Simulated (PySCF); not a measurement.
# C5H8Si2: circular dichroism and optical rotation, excited states, first hyperpolarisability

What do calculations give for the circular dichroism and optical rotation, excited states, first hyperpolarisability of C5H8Si2 (`C#CC([SiH3])=C=C[SiH3]`)?

Computed with PySCF 2.14.0 and routines of our own; the level stands in each step. Atoms count from 0.

### 1 The system as given

15 atoms, charge 0, multiplicity 1; geometry from: GFN2-xTB.

### 2 Relaxing the molecule at PBE0-D3(BJ)/def2-SVP

Job settings and geometry (Å):

```
{"job": {"xc": "PBE0", "basis": "def2-SVP", "d3": "d3bj", "grid": 2, "kind": "geom"}, "charge": 0, "multiplicity": 1}
C      0.770299     0.078030     3.286221
C      0.230929    -0.007578     2.216504
C     -0.444948    -0.097107     0.981032
Si    -2.217229     0.571846     0.917464
C      0.115890    -0.634342    -0.070974
C      0.641866    -1.069526    -1.169963
Si     1.577703     0.033662    -2.378827
H      1.256230     0.148985     4.212816
H     -3.042360    -0.174018     1.871924
H     -2.189173     1.987448     1.293892
H     -2.709480     0.400467    -0.450013
H      0.571181    -2.120228    -1.421015
H      2.990550    -0.357642    -2.384879
H      1.013113    -0.184681    -3.714792
H      1.431017     1.432674    -1.981094
```

Launch:

```console
> OMP_NUM_THREADS=1 python excited_run.py task.json out
```

This one command runs all jobs of the session in turn.

The log of the run:

```text
step   0  E = -773.39040043  max force = 0.018820
step   1  E = -773.39413707  max force = 0.002776
step   2  E = -773.39421042  max force = 0.001057
step   3  E = -773.39423463  max force = 0.000774
step   4  E = -773.39424122  max force = 0.000315
optimisation converged
```

Wall time 50 s (1 thread of Arm Neoverse V2, shared host); peak memory 0.72 GiB.

Relaxation path:

```csv
step,energy from step 0 (eV),largest force component (eV/Å)
0,0.0000,0.9678
1,-0.1017,0.1427
2,-0.1037,0.0544
3,-0.1043,0.0398
4,-0.1045,0.0162
```

Close pairs (by a distance rule), those that changed most:

```csv
bond,before (Å),after (Å),change (Å)
Si6–H14,1.462,1.491,+0.029
Si6–H12,1.466,1.494,+0.028
Si6–H13,1.467,1.495,+0.028
Si3–H10,1.463,1.491,+0.028
Si3–H9,1.465,1.493,+0.028
Si3–H8,1.466,1.493,+0.027
C0–H7,1.049,1.074,+0.025
C5–H11,1.083,1.099,+0.017
```

The final coordinates are the input of the step that follows.

```csv
at the end point,value
point group (found at 0.08 Å tolerance),C1
"rotational constants (GHz, main isotopes)","2.470, 0.888, 0.707"
dipole moment (D),0.56
```

### 3 Circular dichroism and optical rotation: TDDFT CAM-B3LYP/aug-cc-pVDZ

Job settings and geometry (Å):

```
{"job": {"kind": "ecd", "xc": "CAM-B3LYP", "basis": "aug-cc-pVDZ", "nstates": 12}, "charge": 0, "multiplicity": 1}
C      0.691891     0.147115     3.352954
C      0.175111     0.030140     2.260554
C     -0.506885    -0.066452     1.013850
Si    -2.277341     0.593720     0.914686
C      0.032856    -0.593590    -0.070567
C      0.539791    -1.057534    -1.180656
Si     1.463516     0.057768    -2.374329
H      1.162992     0.244198     4.313109
H     -3.143872    -0.145495     1.879428
H     -2.288271     2.043977     1.267698
H     -2.772778     0.397786    -0.478111
H      0.427335    -2.127169    -1.407081
H      2.901204    -0.342696    -2.449521
H      0.871632    -0.067386    -3.740927
H      1.353147     1.465960    -1.898254
```

Level: TDDFT CAM-B3LYP/aug-cc-pVDZ circular dichroism and optical rotation, one conformer, gas phase.

The log of the run:

```text
coarse grid: 13640 points
cycle   1  E = -774.0339347043  dE =  7.162e-01  |g| = 3.169e-01  |ddm| = 2.342e+01
cycle   2  E = -774.0537561499  dE = -1.982e-02  |g| = 2.252e-01  |ddm| = 2.348e+00
cycle   3  E = -774.0656540607  dE = -1.190e-02  |g| = 8.630e-02  |ddm| = 1.210e+00
cycle   4  E = -774.0672603312  dE = -1.606e-03  |g| = 4.201e-02  |ddm| = 3.841e-01
cycle   5  E = -774.0677310679  dE = -4.707e-04  |g| = 9.348e-03  |ddm| = 1.526e-01
cycle   6  E = -774.0677516038  dE = -2.054e-05  |g| = 2.999e-03  |ddm| = 3.541e-02
cycle   7  E = -774.0677546092  dE = -3.005e-06  |g| = 7.565e-04  |ddm| = 2.068e-02
final grid: 122872 points
cycle   8  E = -774.0924186090  dE = -8.472e-06  |g| = 1.773e-03  |ddm| = 2.010e-01
cycle   9  E = -774.0924189526  dE = -3.436e-07  |g| = 1.550e-03  |ddm| = 2.209e-02
cycle  10  E = -774.0924196329  dE = -6.802e-07  |g| = 3.852e-04  |ddm| = 6.561e-03
cycle  11  E = -774.0924196697  dE = -3.686e-08  |g| = 1.035e-04  |ddm| = 1.799e-03
cycle  12  E = -774.0924196720  dE = -2.251e-09  |g| = 6.101e-05  |ddm| = 7.303e-04
cycle  13  E = -774.0924196729  dE = -9.632e-10  |g| = 1.060e-05  |ddm| = 2.081e-04
converged SCF energy = -774.0924196729

Singlet excitations and rotatory strengths (1e-40 esu^2 cm^2)
state   eV       nm     f(len)   f(vel)    R(len)    R(vel)   main configurations
  1   5.1620   240.2  0.00155  0.00145    -6.791    -6.784   H->L+2 0.60, H->L+5 0.13, H-1->L 0.08
  2   5.3583   231.4  0.00023  0.00029     0.028     0.358   H-1->L 0.71
  3   5.4563   227.2  0.38401  0.37376   -20.488   -19.938   H->L 0.75
  4   5.6076   221.1  0.00069  0.00062     0.933     0.820   H-2->L 0.72
  5   5.9755   207.5  0.00240  0.00230     0.009    -0.047   H->L+13 0.25, H->L+6 0.14, H->L+1 0.14
  6   6.1679   201.0  0.01056  0.01072     0.553     0.422   H->L+1 0.55, H->L+13 0.17
  7   6.6204   187.3  0.06519  0.06387    34.552    34.574   H-1->L+2 0.60, H-1->L+5 0.09
  8   6.7669   183.2  0.03784  0.03681   -31.115   -31.119   H->L+3 0.76
  9   6.8481   181.0  0.06432  0.06258    69.704    69.612   H-1->L+1 0.32, H-2->L+2 0.09
 10   6.9456   178.5  0.34534  0.33729   -12.573   -12.544   H-1->L+1 0.22, H->L+4 0.15, H->L+6 0.12
 11   7.0030   177.0  0.49817  0.48844   -33.399   -31.172   H->L+4 0.26, H-2->L+2 0.14, H->L+5 0.09
 12   7.0596   175.6  0.01819  0.01761    14.016    13.763   H->L+5 0.38, H->L+7 0.15, H->L+4 0.09

Specific rotation (deg / (dm g/mL))
    nm     length   length(OI)   velocity    alpha(len)  alpha(vel)
  633.0     -96.42     -96.92     -85.38      131.473    130.320
  589.3    -116.09    -116.65    -103.04      132.445    131.279
  546.0    -142.71    -143.33    -127.03      133.683    132.499
  436.0    -281.83    -282.55    -253.77      139.091    137.826
  405.0    -364.41    -365.06    -329.78      141.724    140.418
  365.0    -547.10    -547.40    -499.31      146.616    145.231
  355.0    -616.76    -616.88    -564.33      148.236    146.824
```

Run time: 2.2 min. Hardware: 1 thread of Arm Neoverse V2, shared host; peak memory 1.1 GiB.

### 4 Excited states: TDA wB97X-D/def2-TZVP

Settings changed since step 3:

```diff
@@ -1,2 +1,2 @@
-{"job": {"kind": "ecd", "xc": "CAM-B3LYP", "basis": "aug-cc-pVDZ", "nstates": 12}, "charge": 0, "multiplicity": 1}
+{"job": {"kind": "states", "xc": "wB97X-D", "basis": "def2-TZVP", "tda": true, "soc": true, "nstates": 6, "ntriplets": 5, "nquad": 4}, "charge": 0, "multiplicity": 1}
 C      0.691891     0.147115     3.352954
```

With the program's defaults for keys left out, this is: TDA wB97X-D/def2-TZVP excited states, vertical, gas phase, spin-orbit mean-field couplings.

The log of the run:

```text
coarse grid: 13640 points
cycle   1  E = -774.1706284195  dE =  6.606e-01  |g| = 3.514e-01  |ddm| = 3.640e+00
cycle   2  E = -774.1965489657  dE = -2.592e-02  |g| = 2.162e-01  |ddm| = 7.737e-01
cycle   3  E = -774.2061880959  dE = -9.639e-03  |g| = 7.925e-02  |ddm| = 2.445e-01
cycle   4  E = -774.2074881490  dE = -1.300e-03  |g| = 4.307e-02  |ddm| = 1.116e-01
cycle   5  E = -774.2079609783  dE = -4.728e-04  |g| = 7.594e-03  |ddm| = 4.554e-02
cycle   6  E = -774.2079759397  dE = -1.496e-05  |g| = 3.384e-03  |ddm| = 1.370e-02
cycle   7  E = -774.2079797861  dE = -3.846e-06  |g| = 8.960e-04  |ddm| = 6.561e-03
final grid: 122872 points
cycle   8  E = -774.2009364354  dE = -1.218e-04  |g| = 5.428e-03  |ddm| = 1.618e-01
cycle   9  E = -774.2009396060  dE = -3.171e-06  |g| = 2.576e-03  |ddm| = 1.399e-02
cycle  10  E = -774.2009404730  dE = -8.670e-07  |g| = 7.157e-04  |ddm| = 2.234e-03
cycle  11  E = -774.2009405891  dE = -1.162e-07  |g| = 3.324e-04  |ddm| = 9.700e-04
cycle  12  E = -774.2009406188  dE = -2.962e-08  |g| = 1.126e-04  |ddm| = 5.064e-04
cycle  13  E = -774.2009406224  dE = -3.664e-09  |g| = 4.104e-05  |ddm| = 1.403e-04
cycle  14  E = -774.2009406231  dE = -6.294e-10  |g| = 2.011e-05  |ddm| = 9.018e-05
converged SCF energy = -774.2009406231

Singlet excitations
state   eV       nm        f     d(h-e)  d(exc)  Lambda  PR(NTO)  |dmu|/D   mu/D   main configurations
  1   5.1985   238.5   0.00212   1.013   3.146   0.483   1.302    2.949    2.421   H->L+1 0.81, H-1->L 0.10
  2   5.3904   230.0   0.00030   0.260   3.004   0.530   1.337    0.920    0.440   H-1->L 0.83, H->L+1 0.10
  3   5.6588   219.1   0.00711   0.321   2.908   0.493   1.180    1.020    0.826   H-2->L 0.86
  4   5.6815   218.2   0.39575   0.569   3.017   0.753   1.448    1.376    0.870   H->L 0.75
  5   6.1301   202.3   0.00002   0.389   2.815   0.452   1.118                     H->L+3 0.47, H->L+2 0.25
  6   6.7462   183.8   0.04358   1.185   3.399   0.654   1.596                     H-1->L+1 0.74, H-3->L 0.08

Triplet excitations (Tamm-Dancoff)
state   eV     d(h-e)  d(exc)  Lambda  PR(NTO)   main configurations
  1   3.6801   0.393   2.796   0.798   1.089   H->L 0.92
  2   4.6765   0.164   2.375   0.650   1.030   H-1->L+1 0.43, H-2->L+1 0.41
  3   4.9143   0.997   3.090   0.482   1.299   H->L+1 0.80, H-1->L 0.10
  4   5.0629   0.156   2.941   0.526   1.422   H-1->L 0.80, H->L+1 0.11
  5   5.3173   0.245   2.781   0.485   1.398   H-2->L 0.79
S1 - T1 = 1.5184 eV

Spin-orbit couplings |<S|Hso|T>| (cm-1)
             T1       T2       T3       T4       T5
S0        1.207    2.740    3.545    5.916    4.055
S1        3.400    1.496    0.139    0.750    1.724
S2        5.045    2.164    0.261    0.253    0.879
S3        5.148    2.817    1.098    1.652    1.787
S4        0.570    0.920    3.807   10.009   12.965
S5        7.429    1.108    6.941    2.554    0.509
S6        0.734    0.449    5.430    3.750    4.474
T1 sublevels (cm-1): 0.000 0.003 0.003   radiative rates (1/s): 0.029 0.00728 0.0253
```

It took 63 s on 1 thread of Arm Neoverse V2, shared host; peak memory 1.1 GiB.

In short:

```csv
quantity,value
S1 less T1,1.52 eV
```

### 5 Excited states: TDDFT CAM-B3LYP/aug-cc-pVDZ

Settings changed since step 4:

```diff
@@ -1,2 +1,2 @@
-{"job": {"kind": "states", "xc": "wB97X-D", "basis": "def2-TZVP", "tda": true, "soc": true, "nstates": 6, "ntriplets": 5, "nquad": 4}, "charge": 0, "multiplicity": 1}
+{"job": {"kind": "states", "xc": "CAM-B3LYP", "basis": "aug-cc-pVDZ", "tpa": true, "nstates": 8, "nquad": 6, "ntriplets": 0}, "charge": 0, "multiplicity": 1}
 C      0.691891     0.147115     3.352954
```

Level: TDDFT CAM-B3LYP/aug-cc-pVDZ excited states, vertical, gas phase, two-photon moments by quadratic response.

The log of the run:

```text
coarse grid: 13640 points
cycle   1  E = -774.0339347043  dE =  7.162e-01  |g| = 3.169e-01  |ddm| = 2.342e+01
cycle   2  E = -774.0537561499  dE = -1.982e-02  |g| = 2.252e-01  |ddm| = 2.348e+00
cycle   3  E = -774.0656540607  dE = -1.190e-02  |g| = 8.630e-02  |ddm| = 1.210e+00
cycle   4  E = -774.0672603312  dE = -1.606e-03  |g| = 4.201e-02  |ddm| = 3.841e-01
cycle   5  E = -774.0677310679  dE = -4.707e-04  |g| = 9.348e-03  |ddm| = 1.526e-01
cycle   6  E = -774.0677516038  dE = -2.054e-05  |g| = 2.999e-03  |ddm| = 3.541e-02
cycle   7  E = -774.0677546092  dE = -3.005e-06  |g| = 7.565e-04  |ddm| = 2.068e-02
final grid: 122872 points
cycle   8  E = -774.0924186090  dE = -8.472e-06  |g| = 1.773e-03  |ddm| = 2.010e-01
cycle   9  E = -774.0924189526  dE = -3.436e-07  |g| = 1.550e-03  |ddm| = 2.209e-02
cycle  10  E = -774.0924196329  dE = -6.802e-07  |g| = 3.852e-04  |ddm| = 6.561e-03
cycle  11  E = -774.0924196697  dE = -3.686e-08  |g| = 1.035e-04  |ddm| = 1.799e-03
cycle  12  E = -774.0924196720  dE = -2.251e-09  |g| = 6.101e-05  |ddm| = 7.303e-04
cycle  13  E = -774.0924196729  dE = -9.632e-10  |g| = 1.060e-05  |ddm| = 2.081e-04
converged SCF energy = -774.0924196729

Singlet excitations
state   eV       nm        f     d(h-e)  d(exc)  Lambda  PR(NTO)  |dmu|/D   mu/D   delta(TPA)   sigma/GM   main configurations
  1   5.1621   240.2   0.00156   0.982   3.230   0.400   1.313    2.911    2.337        0.08      0.001   H->L+2 0.60, H->L+5 0.13, H-1->L 0.08
  2   5.3584   231.4   0.00023   0.152   3.095   0.459   1.318    0.649    0.414        0.47      0.005   H-1->L 0.71
  3   5.4565   227.2   0.38402   0.494   3.188   0.635   1.446    1.235    0.681       34.47      0.376   H->L 0.75
  4   5.6076   221.1   0.00069   0.288   2.978   0.413   1.204    0.893    0.628        0.72      0.008   H-2->L 0.72
  5   5.9756   207.5   0.00240   0.332   3.312   0.346   1.187    1.872    2.433        8.29      0.108   H->L+13 0.25, H->L+6 0.14, H->L+1 0.14
  6   6.1679   201.0   0.01056   0.500   4.164   0.384   1.082    1.812    1.438       46.08      0.642   H->L+1 0.55, H->L+13 0.17
  7   6.6207   187.3   0.06506   0.709   3.491   0.526   1.831                                            H-1->L+2 0.60, H-1->L+5 0.09
  8   6.7670   183.2   0.03783   0.944   5.077   0.247   1.205                                            H->L+3 0.76
```

Wall time 67 s (1 thread of Arm Neoverse V2, shared host); peak memory 0.99 GiB.

### 6 First hyperpolarisability: quadratic response CAM-B3LYP/aug-cc-pVDZ

Settings changed since step 5:

```diff
@@ -1,2 +1,2 @@
-{"job": {"kind": "states", "xc": "CAM-B3LYP", "basis": "aug-cc-pVDZ", "tpa": true, "nstates": 8, "nquad": 6, "ntriplets": 0}, "charge": 0, "multiplicity": 1}
+{"job": {"kind": "beta", "xc": "CAM-B3LYP", "basis": "aug-cc-pVDZ"}, "charge": 0, "multiplicity": 1}
 C      0.691891     0.147115     3.352954
```

Method: quadratic response CAM-B3LYP/aug-cc-pVDZ first hyperpolarisability, Taylor convention, gas phase.

The log of the run:

```text
coarse grid: 13640 points
cycle   1  E = -774.0339347043  dE =  7.162e-01  |g| = 3.169e-01  |ddm| = 2.342e+01
cycle   2  E = -774.0537561499  dE = -1.982e-02  |g| = 2.252e-01  |ddm| = 2.348e+00
cycle   3  E = -774.0656540607  dE = -1.190e-02  |g| = 8.630e-02  |ddm| = 1.210e+00
cycle   4  E = -774.0672603312  dE = -1.606e-03  |g| = 4.201e-02  |ddm| = 3.841e-01
cycle   5  E = -774.0677310679  dE = -4.707e-04  |g| = 9.348e-03  |ddm| = 1.526e-01
cycle   6  E = -774.0677516038  dE = -2.054e-05  |g| = 2.999e-03  |ddm| = 3.541e-02
cycle   7  E = -774.0677546092  dE = -3.005e-06  |g| = 7.565e-04  |ddm| = 2.068e-02
final grid: 122872 points
cycle   8  E = -774.0924186090  dE = -8.472e-06  |g| = 1.773e-03  |ddm| = 2.010e-01
cycle   9  E = -774.0924189526  dE = -3.436e-07  |g| = 1.550e-03  |ddm| = 2.209e-02
cycle  10  E = -774.0924196329  dE = -6.802e-07  |g| = 3.852e-04  |ddm| = 6.561e-03
cycle  11  E = -774.0924196697  dE = -3.686e-08  |g| = 1.035e-04  |ddm| = 1.799e-03
cycle  12  E = -774.0924196720  dE = -2.251e-09  |g| = 6.101e-05  |ddm| = 7.303e-04
cycle  13  E = -774.0924196729  dE = -9.632e-10  |g| = 1.060e-05  |ddm| = 2.081e-04
converged SCF energy = -774.0924196729

Lowest singlets (eV, f): 5.1621 0.0016  5.3584 0.0002  5.4565 0.3840

First hyperpolarisability (au)
process     nm      |vector|   parallel      HRS      DR
static         -       94.69     -18.89       59.1   2.363
shg       1907.0      101.45     -22.34      63.35    2.37
eope      1907.0       96.83     -19.97          -       -
shg       1064.0      121.13     -32.67      75.13   2.405
eope      1064.0      101.98     -22.61          -       -
```

It took 52 s on 1 thread of Arm Neoverse V2, shared host; peak memory 0.99 GiB.

### 7 Outcome

| quantity | value |
| --- | --- |
| point group | C1 |
| rotational constants (main isotopes) | 2.47, 0.89, 0.71 GHz |
| state of largest rotatory strength (velocity form) among 12 (step 3, TDDFT CAM-B3LYP/aug-cc-pVDZ) | 6.85 eV, R = +69.6 (velocity), +69.7 (length) ·10⁻⁴⁰ esu² cm² |
| specific rotation at 633.0 nm (step 3, TDDFT CAM-B3LYP/aug-cc-pVDZ) | -85.4 (velocity), -96.4 (length) |
| S1 less T1 (step 4, TDA wB97X-D/def2-TZVP) | 1.52 eV |
| β vector (step 6, quadratic response CAM-B3LYP/aug-cc-pVDZ) | static 95, SHG 1907.0 nm 101, SHG 1064.0 nm 121 au |

The optimisation took 4 steps and gained 0.105 eV; among the close pairs (by a distance rule), Si6–H14 changed most, from 1.462 to 1.491 Å. No frequency check was run at this level, so the end point may be a saddle. Rotations belong to one conformer and to the handedness of the start. The length form depends on the origin in a finite basis. In step 4, the number of triplets below S1 is 4, and the largest singlet-triplet spin-orbit coupling is S4–T5, 12.96 cm⁻¹. β grows from 95 au (static) to 121 au for doubling at 1064.0 nm: normal dispersion, which grows as twice the photon energy moves toward the bright states.
